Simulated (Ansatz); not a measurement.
# Ta2: the cost of one run

Method: def2-QZVPP, core rule «outside noble gas», up to 8 orbitals frozen; program: Ansatz 0.2.0, Gaussian basis.

To be run: UHF; ROHF; CCSD(T) on UHF.

### 1 The system

The geometry is a PBE0/def2-TZVP stationary point (not a proven minimum) of the parent state, kept for this charge and spin. No spin-orbit coupling is included. Elements past krypton take def2 core potentials.

2 atoms, charge 0, spin multiplicity 5.

Atoms are counted from 1 here; the program's logs count them from 0.

Bond lengths: Ta1–Ta2 2.422 Å.

### 2 UHF

The input, in.yaml:

```yaml
crystal:
  periodic: [false, false, false]
  atoms:
    - {symbol: Ta, position_ang: [0.000000, 0.000000, 0.000000]}
    - {symbol: Ta, position_ang: [0.000000, 0.000000, 2.421800]}
basis:
  gaussian: {orbitals: "def2-QZVPP.json"}
magnetization: {spin_polarized: true, initial_magnetization: 4}
hamiltonian: {xc: hf}
output: {orbitals: {seedname: orbitals}}
```

Launch:

```sh
> ansatz run in.yaml --threads 1 --pin off --events-out ev --progress --plain --max-ram 4096MiB --backend cpu
```

Q: Estimate wall time and peak memory on 1 thread of AMD EPYC 7R13, shared host.

About 3.2 min, with a peak of 0.46 GiB.
